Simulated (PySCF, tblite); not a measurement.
**C₅H₅F₂OS radical: geometry, infrared bands and EPR parameters**

What infrared bands and EPR parameters should C₅H₅F₂OS radical (`O=[S@@]1C(CF)=C[CH][C@@H]1F`) show?

Programs: tblite 0.8.0 and PySCF 2.14.0, with density-fitted response routines of our own. Each step states its level of theory. These are calculated values for one molecule in the gas phase, unless marked as measured. Atoms count from 0, in the outputs and in this text.

## (1) Starting geometry

14 atoms, charge 0, multiplicity 2; geometry from: force field or distance geometry start.

Bonds of the start (Å): O0–S1 1.51, S1–C2 1.81, C2–C3 1.47, C3–F4 1.40, C2–C5 1.31, C5–C6 1.46, C6–C7 1.52, C7–F8 1.37, C7–S1 1.82, C3–H9 1.11, C3–H10 1.10, C5–H11 1.11, C6–H12 1.10, C7–H13 1.11.

## (2) Geometry optimisation with GFN2-xTB

What the job is given:

```
{"job": {"kind": "relax", "xc": "GFN2-xTB", "basis": "xTB"}, "charge": 0, "multiplicity": 2}
O     -0.506700     2.242100    -0.278000
S     -0.438600     1.139200     0.754800
C      0.701200    -0.087500     0.063500
C      2.140800    -0.102300     0.339900
F      2.773400    -1.157100    -0.319400
C     -0.036500    -0.862700    -0.698900
C     -1.463300    -0.539800    -0.759700
C     -1.896500     0.066600     0.560000
F     -3.042800     0.810300     0.453800
H      2.542000     0.842300    -0.092300
H      2.377100    -0.130800     1.417800
H      0.400800    -1.713000    -1.257000
H     -1.631200     0.177900    -1.580000
H     -1.920400    -0.685600     1.373300
```

On the command line:

```console
> OMP_NUM_THREADS=1 python probes_run.py task.json out
```

This one command runs all jobs of the session in turn.

Standard output:

```text
step      E/eV     max force
  0    -813.14404    4.085
  1    -813.50466    2.122
  2    -813.66231    1.146
  3    -813.74887    0.839
  4    -813.78133    0.740
  5    -813.80942    0.642
  6    -813.85011    0.663
  7    -813.89779    0.860
  8    -813.96347    1.145
  9    -814.04018    1.190
 10    -814.11496    0.816
 11    -814.18182    0.654
 12    -814.23555    0.525
 13    -814.22203    1.547
 14    -814.28272    0.384
 15    -814.29648    0.378
 16    -814.32063    0.392
 17    -814.33476    0.422
 18    -814.36328    0.409
 19    -814.37549    0.312
 20    -814.38723    0.268
 21    -814.39601    0.216
 22    -814.40428    0.192
 23    -814.40985    0.173
 24    -814.41382    0.188
 25    -814.41752    0.197
 26    -814.42221    0.204
 27    -814.42777    0.196
 28    -814.43280    0.208
 29    -814.43593    0.161
 30    -814.43770    0.110
 31    -814.43888    0.070
 32    -814.43966    0.057
 33    -814.44013    0.053
 34    -814.44049    0.055
 35    -814.44096    0.061
 36    -814.44162    0.071
 37    -814.44243    0.095
 38    -814.44327    0.096
 39    -814.44410    0.082
 40    -814.44503    0.092
 41    -814.44601    0.090
 42    -814.44671    0.076
 43    -814.44717    0.050
 44    -814.44755    0.058
 45    -814.44803    0.080
 46    -814.44865    0.076
 47    -814.44927    0.064
 48    -814.44978    0.062
 49    -814.45024    0.077
 50    -814.45072    0.091
 51    -814.45120    0.068
 52    -814.45161    0.052
 53    -814.45188    0.044
 54    -814.45208    0.047
 55    -814.45230    0.045
 56    -814.45256    0.051
 57    -814.45281    0.039
 58    -814.45302    0.039
 59    -814.45321    0.032
 60    -814.45342    0.041
 61    -814.45365    0.051
 62    -814.45388    0.035
 63    -814.45405    0.031
 64    -814.45416    0.026
 65    -814.45424    0.026
 66    -814.45432    0.024
 67    -814.45438    0.016
 68    -814.45440    0.011
 69    -814.45442    0.010
 70    -814.45444    0.011
 71    -814.45445    0.009
```

Wall time 0.42 s (1 thread of Arm Neoverse V2, shared host); peak memory 0.18 GiB.

Step by step: (not every step is listed)

```csv
step,energy from step 0 (eV),largest force (eV/Å)
0,0.0000,4.0855
1,-0.3606,2.1225
2,-0.5183,1.1458
3,-0.6048,0.8386
4,-0.6373,0.7401
5,-0.6654,0.6417
6,-0.7061,0.6627
7,-0.7537,0.8598
8,-0.8194,1.1450
13,-1.0780,1.5473
18,-1.2192,0.4089
23,-1.2658,0.1727
28,-1.2888,0.2078
33,-1.2961,0.0534
38,-1.2992,0.0959
43,-1.3031,0.0495
48,-1.3057,0.0618
53,-1.3078,0.0437
58,-1.3090,0.0393
63,-1.3100,0.0310
66,-1.3103,0.0239
67,-1.3103,0.0160
68,-1.3104,0.0109
69,-1.3104,0.0103
70,-1.3104,0.0108
71,-1.3104,0.0090
```

Distances of close pairs at the start and the end, largest changes first:

```csv
bond,before (Å),after (Å),change (Å)
S1–C7,1.820,1.921,+0.101
C5–C6,1.464,1.374,-0.091
C2–C5,1.314,1.377,+0.063
O0–S1,1.513,1.457,-0.055
C6–C7,1.516,1.474,-0.041
C5–H11,1.107,1.079,-0.028
C6–H12,1.103,1.075,-0.028
C3–F4,1.396,1.371,-0.025
```

The final coordinates are the input of the step that follows.

## (3) Infrared spectrum with GFN2-xTB

What the job is given:

```
{"job": {"kind": "ir", "xc": "GFN2-xTB", "basis": "xTB"}, "charge": 0, "multiplicity": 2}
O     -0.172249     2.369292     0.328680
S     -0.324498     1.121261     1.065369
C      0.676318    -0.085997     0.138441
C      2.146387    -0.059156     0.302826
F      2.749563    -1.111393    -0.336428
C     -0.051072    -0.789177    -0.795257
C     -1.411941    -0.608754    -0.748510
C     -1.868163     0.188014     0.404928
F     -2.888599     1.042422     0.133937
H      2.571935     0.860852    -0.125971
H      2.431339    -0.118033     1.362008
H      0.428307    -1.427764    -1.520507
H     -2.108725    -0.952161    -1.491466
H     -2.179280    -0.429878     1.259782
```

Standard output:

```text
mode    cm-1     km/mol
  1      38.3      8.60
  2      62.7      6.40
  3     129.6      8.82
  4     151.9      3.24
  5     192.4      6.32
  6     265.2      3.78
  7     284.6      8.57
  8     372.5      6.06
  9     397.3     20.86
 10     504.6     29.80
 11     530.5     19.08
 12     556.9      8.54
 13     644.0     19.30
 14     695.9      7.88
 15     720.4      8.38
 16     877.0      9.52
 17     928.5      2.15
 18     981.1      2.25
 19    1025.9    115.44
 20    1041.7     32.31
 21    1081.9     26.58
 22    1102.4     31.91
 23    1129.1      8.05
 24    1147.0    270.49
 25    1172.1     16.68
 26    1224.4      4.57
 27    1260.3     30.42
 28    1298.0      4.51
 29    1398.6     19.79
 30    1429.0      7.41
 31    1458.6      2.07
 32    2860.4     13.80
 33    2868.0      6.32
 34    2905.6     12.72
 35    3098.2      3.51
 36    3136.1      1.44
```

Run time: 0.41 s. Hardware: 1 thread of Arm Neoverse V2, shared host; peak memory 0.18 GiB.

Which atoms move in the most intense modes:

```csv
cm⁻¹,km/mol,atoms
397,20.9,"S1 30 %, C2 12 %, F4 12 %, F8 12 %"
505,29.8,"C2 31 %, S1 19 %, C5 10 %"
1026,115.4,"C3 27 %, F4 21 %, C7 17 %, C6 12 %"
1042,32.3,H13 70 %
1082,26.6,"H12 20 %, C7 19 %, C3 12 %, C2 11 %"
1102,31.9,"C7 39 %, H12 21 %, F8 12 %"
1147,270.5,"O0 54 %, S1 28 %"
1260,30.4,"H13 40 %, C7 24 %, H11 10 %"
```

## (4) EPR parameters: B3LYP/pcH-1

Settings changed since step 3:

```diff
@@ -1,2 +1,2 @@
-{"job": {"kind": "ir", "xc": "GFN2-xTB", "basis": "xTB"}, "charge": 0, "multiplicity": 2}
+{"job": {"kind": "epr", "basis": "pcH-1"}, "charge": 0, "multiplicity": 2}
 O     -0.172249     2.369292     0.328680
```

Level: UKS B3LYP, pcH-1 on C F H O S, non-relativistic, mean-field spin-orbit, GIAO.

Standard output:

```text
UKS, coarse grid
  cycle   1  E = -866.28004428  |g| = 8.41e-01
  cycle   2  E = -863.86910787  |g| = 2.34e+00
  cycle   3  E = -866.44171107  |g| = 4.35e-01
  cycle   4  E = -866.52178830  |g| = 1.53e-01
  cycle   5  E = -866.52933350  |g| = 4.23e-02
  cycle   6  E = -866.52996498  |g| = 2.31e-02
  cycle   7  E = -866.53023238  |g| = 7.61e-03
  cycle   8  E = -866.53027098  |g| = 3.96e-03
  cycle   9  E = -866.53028350  |g| = 1.66e-03
  cycle  10  E = -866.53028615  |g| = 6.78e-04
UKS, final grid
  cycle   1  E = -866.53024791  |g| = 1.24e-03
  cycle   2  E = -866.53024594  |g| = 2.65e-03
  cycle   3  E = -866.53024848  |g| = 2.71e-04
  cycle   4  E = -866.53024851  |g| = 5.73e-05
  cycle   5  E = -866.53024851  |g| = 4.00e-05
  cycle   6  E = -866.53024852  |g| = 1.40e-05
E = -866.53024852 Eh   <S^2> = 0.7738 (exact 0.7500)
g shifts (ppm)      1          2          3
  rmc          -152       -152       -152
  gc             38         20         12
  oz_so        -335        298       1258
  total        -449        166       1118
hyperfine (MHz)  atom isotope    a_iso     a_fc   dipolar eigenvalues
    0   17O      -2.91      -2.84    -13.72      5.25      8.47
    1   33S      13.62      13.61     -4.36     -1.37      5.72
    2   13C      64.37      64.38    -49.72    -47.80     97.52
    3   13C     -23.14     -23.14     -1.89      0.07      1.82
    4   19F       5.87       5.82     -7.42     -4.68     12.10
    5   13C     -44.07     -44.10    -27.25     11.74     15.52
    6   13C      54.52      54.57    -50.96    -49.22    100.18
    7   13C     -21.62     -21.62     -2.01     -0.26      2.27
    8   19F      41.80      41.70    -19.51    -16.14     35.65
    9    1H      86.20      86.21     -3.93     -1.52      5.46
   10    1H      61.05      61.05     -3.48     -2.83      6.31
   11    1H      12.62      12.62     -4.69     -0.66      5.34
   12    1H     -42.67     -42.68    -24.43     -0.73     25.16
   13    1H      54.84      54.85     -2.95     -2.12      5.06
```

Run time: 2.1 min. Hardware: 1 thread of Arm Neoverse V2, shared host; peak memory 0.97 GiB.

Principal g values 2.00187, 2.00249, 2.00344; g(iso) = 2.00260, against 2.00232 for a free electron.

Hyperfine couplings, nucleus by nucleus at this fixed geometry (no averaging over rotations):

```csv
nuclei,isotope,a(iso) (MHz),"a(iso) (G, at g = 2.0023)",largest dipolar term (MHz)
H9,1H,86.2,30.8,5.5
C2,13C,64.4,23.0,97.5
H10,1H,61.1,21.8,6.3
H13,1H,54.8,19.6,5.1
C6,13C,54.5,19.5,100.2
C5,13C,-44.1,-15.7,-27.3
H12,1H,-42.7,-15.2,25.2
F8,19F,41.8,14.9,35.6
C3,13C,-23.1,-8.3,-1.9
C7,13C,-21.6,-7.7,2.3
S1,33S,13.6,4.9,5.7
H11,1H,12.6,4.5,5.3
F4,19F,5.9,2.1,12.1
O0,17O,-2.9,-1.0,-13.7
```

Mulliken spin populations:

O0 0.02; S1 0.01; C2 0.60; C3 -0.04; F4 0.00; C5 -0.24; C6 0.63; C7 -0.05; F8 0.01; H9 0.04; H10 0.02; H11 0.01; H12 -0.03; H13 0.03

In first order the couplings over 0.8 MHz of 1H, 19F give 128 distinct lines over 108.8 G.

Orbitals, density, ELF and potential are computed afterwards from the orbital file.

ELF in a plane through or near 7 of the atoms.

Values, 10 rows by 14 columns:
```
0.00 0.00 0.00 0.00 0.00 0.00 0.00 0.00 0.00 0.00 0.00 0.00 0.00 0.00
0.00 0.00 0.00 0.00 0.00 0.00 0.01 0.01 0.01 0.00 0.00 0.00 0.00 0.00
0.00 0.00 0.00 0.00 0.00 0.01 0.18 0.35 0.23 0.02 0.00 0.00 0.00 0.00
0.00 0.00 0.01 0.06 0.06 0.02 0.58 0.56 0.46 0.04 0.46 0.48 0.02 0.00
0.00 0.00 0.02 0.44 0.51 0.53 0.81 0.76 0.86 0.20 0.75 0.83 0.12 0.00
0.00 0.00 0.19 0.49 0.35 0.84 0.34 0.58 0.49 0.92 0.19 0.14 0.00 0.00
0.00 0.01 0.45 0.65 0.80 0.03 0.60 0.20 0.62 0.68 0.52 0.01 0.00 0.00
0.00 0.00 0.03 0.24 0.24 0.06 0.98 0.79 0.14 0.88 0.93 0.07 0.00 0.00
0.00 0.00 0.00 0.00 0.00 0.04 0.57 0.14 0.00 0.04 0.03 0.00 0.00 0.00
0.00 0.00 0.00 0.00 0.00 0.00 0.00 0.00 0.00 0.00 0.00 0.00 0.00 0.00
```
The map spans 11.1 Å across and 9.3 Å up, centred on the molecule. Atoms in the plane (x, y in Å): S1 (0.3, 1.5), C2 (-0.7, 0.0), C3 (-2.2, 0.2), F4 (-2.8, -1.0), C5 (0.0, -1.1), C6 (1.4, -1.0), C7 (1.9, 0.4).

On the surface of density 0.002 e/bohr³ the electrostatic potential runs, from the 1st to the 99th percentile, from -1.91 V near O0 to 1.51 V near H13.

The spin density lies nearest to C2, C6 about 34 % each; C5 9 % (beta excess).

## (5) Results

```
                                 quantity                  value
strongest single infrared mode (GFN2-xTB)  1147 cm⁻¹, 270 km/mol
             zero-point energy (GFN2-xTB)          55.7 kcal/mol
                           g(iso) (B3LYP)                2.00260
                                     ⟨S²⟩     0.774 (exact 0.75)
                           largest a(iso)     1H on H9, 86.2 MHz
    surface potential, 1st and 99th percentile     -1.91 V and 1.51 V
```

The optimisation took 71 steps and gained 1.310 eV; among the close pairs (by a distance rule), S1–C7 changed most, from 1.820 to 1.921 Å. All 36 modes are real, so the xTB geometry is a minimum. The strongest single mode, at 1147 cm⁻¹, moves mainly O0 and S1. Unscaled tight-binding wavenumbers are off by several per cent, some by more. Its intensities can rank the bands wrongly. The largest spin populations lie on C6 (0.63 e), C2 (0.60 e). The isotropic g lies 0.3 ppt above the free-electron value.
